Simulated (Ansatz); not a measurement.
# CH₈GeO: a reaction path by the nudged elastic band

Aim: the minimum-energy path between two given structures and its highest point. Both ends were relaxed at PBE0-D4 in triple zeta. A second band with other settings follows.

Computed with Ansatz 0.2.0, Gaussian basis. Level: PBE0-D4/def2-SVP.

22 further runs of the same task are left out: 22 set aside as unsound or not needed.

**1. The starting structure**

The first end: 11 atoms, charge 0, spin multiplicity 1.

Atoms are counted from 1 here; the program's logs count them from 0.

Bond lengths: Ge1–H2 1.536 Å, Ge1–H3 1.532 Å, Ge1–H4 1.540 Å, Ge1–H5 1.532 Å, H6–O7 0.960 Å, O7–C8 1.411 Å, C8–H9 1.096 Å, C8–H10 1.097 Å, C8–H11 1.090 Å. Angles: H2–Ge1–H3 110.2°, H2–Ge1–H4 108.1°, H2–Ge1–H5 110.1°, H3–Ge1–H4 108.8°, H3–Ge1–H5 110.8°, H4–Ge1–H5 108.8°, H6–O7–C8 108.6°, O7–C8–H9 112.2°, O7–C8–H10 112.2°, O7–C8–H11 107.0°, H9–C8–H10 108.9°, H9–C8–H11 108.3°, H10–C8–H11 108.2°.

Coordinates:

```
Ge   -0.5401    1.4259   -1.2890
H     0.7157    1.6425   -0.4314
H    -0.2337    0.4675   -2.4444
H    -0.9619    2.7881   -1.8713
H    -1.6819    0.8848   -0.4221
H     1.3225   -1.3342   -0.2420
O     0.3931   -1.3407   -0.0027
C     0.2863   -1.1677    1.3932
H     0.7815   -1.9729    1.9486
H     0.6948   -0.2052    1.7246
H    -0.7763   -1.1884    1.6365
```

The second end:

```
Ge   -1.3141    0.7225   -0.8020
H     3.1932   -0.6223   -1.0146
H    -0.9504    1.1219   -2.2340
H    -1.6830    1.9416    0.0660
H    -2.4536   -0.3146   -0.7581
H     2.4741   -0.4417   -0.9118
O     0.1650   -0.0216   -0.1470
C     0.1357   -0.4945    1.1769
H     1.1191   -0.9106    1.4096
H    -0.0745    0.3067    1.8983
H    -0.6114   -1.2875    1.3167
```

**2. The band at PBE0-D4/def2-SVP**

neb/in.yaml reads:

```yaml
crystal:
  periodic: [false, false, false]
  atoms:
    - {symbol: Ge, position_ang: [-0.540129, 1.425945, -1.288959]}
    - {symbol: H, position_ang: [0.715731, 1.642478, -0.431383]}
    - {symbol: H, position_ang: [-0.233699, 0.467532, -2.444364]}
    - {symbol: H, position_ang: [-0.961892, 2.788143, -1.871253]}
    - {symbol: H, position_ang: [-1.681916, 0.884843, -0.422104]}
    - {symbol: H, position_ang: [1.322454, -1.334184, -0.241956]}
    - {symbol: O, position_ang: [0.393124, -1.340719, -0.002724]}
    - {symbol: C, position_ang: [0.286324, -1.167741, 1.393156]}
    - {symbol: H, position_ang: [0.781481, -1.972856, 1.948553]}
    - {symbol: H, position_ang: [0.694776, -0.205173, 1.724603]}
    - {symbol: H, position_ang: [-0.776255, -1.188366, 1.636532]}
basis:
  gaussian: {orbitals: def2-SVP}
hamiltonian: {xc: pbe0, dispersion: d4}
neb:
  images: 5
  climbing: true
  max_iterations: 40
  initial_path: idpp
  final_atoms:
    - {symbol: Ge, position_ang: [-1.314114, 0.722512, -0.802036]}
    - {symbol: H, position_ang: [3.193153, -0.622314, -1.014558]}
    - {symbol: H, position_ang: [-0.950406, 1.121892, -2.234004]}
    - {symbol: H, position_ang: [-1.683007, 1.941564, 0.066037]}
    - {symbol: H, position_ang: [-2.453593, -0.314562, -0.758136]}
    - {symbol: H, position_ang: [2.474070, -0.441686, -0.911762]}
    - {symbol: O, position_ang: [0.165001, -0.021630, -0.146997]}
    - {symbol: C, position_ang: [0.135722, -0.494543, 1.176936]}
    - {symbol: H, position_ang: [1.119068, -0.910555, 1.409647]}
    - {symbol: H, position_ang: [-0.074476, 0.306712, 1.898305]}
    - {symbol: H, position_ang: [-0.611418, -1.287488, 1.316668]}
```

Started as:

```sh
$ ansatz run in.yaml --threads 4 --pin off --events-out ev --progress --plain --max-ram 9574MiB
```

**3. The band at B3LYP-D4/def2-SVP, other settings**

neb/in.yaml: that of step 2 with these lines changed.

```diff
@@ -16,8 +16,9 @@
   gaussian: {orbitals: def2-SVP}
-hamiltonian: {xc: pbe0, dispersion: d4}
+hamiltonian: {xc: {name: B3LYP}, dispersion: d4}
 neb:
   images: 5
-  climbing: true
-  max_iterations: 40
+  climbing: false
+  max_iterations: 60
   initial_path: idpp
+  f_tol: 0.1
   final_atoms:
```

What does the calculation give? Wanted: from earlier runs: barrier over the separately found saddle, CCSD(T)/def2-TZVPP.

The runs gave:

```
                                                                       quantity                                                  value
                                                PBE0-D4/def2-SVP, 37 iterations  highest 178.2 kJ/mol (image 2), last end +15.2 kJ/mol
                                               B3LYP-D4/def2-SVP, 20 iterations    highest 52.8 kJ/mol (image 3), last end +6.5 kJ/mol
from earlier runs: barrier over the separately found saddle, CCSD(T)/def2-TZVPP                                           198.3 kJ/mol
```

What this shows: The highest image lies 178.2 kJ/mol above the first end, and it climbed, so it estimates the saddle. The ends are not quite minima at this level (largest force component 0.72 eV/Å), so the heights are unreliable: relaxing the first end would lower it and raise the barrier above it. The highest image is 20.1 kJ/mol below the CCSD(T) barrier in triple zeta, which comes from separate runs on the saddle. The second band's highest image lies at 52.8 kJ/mol; the levels differ, and it didn't climb, so it lies under its saddle.
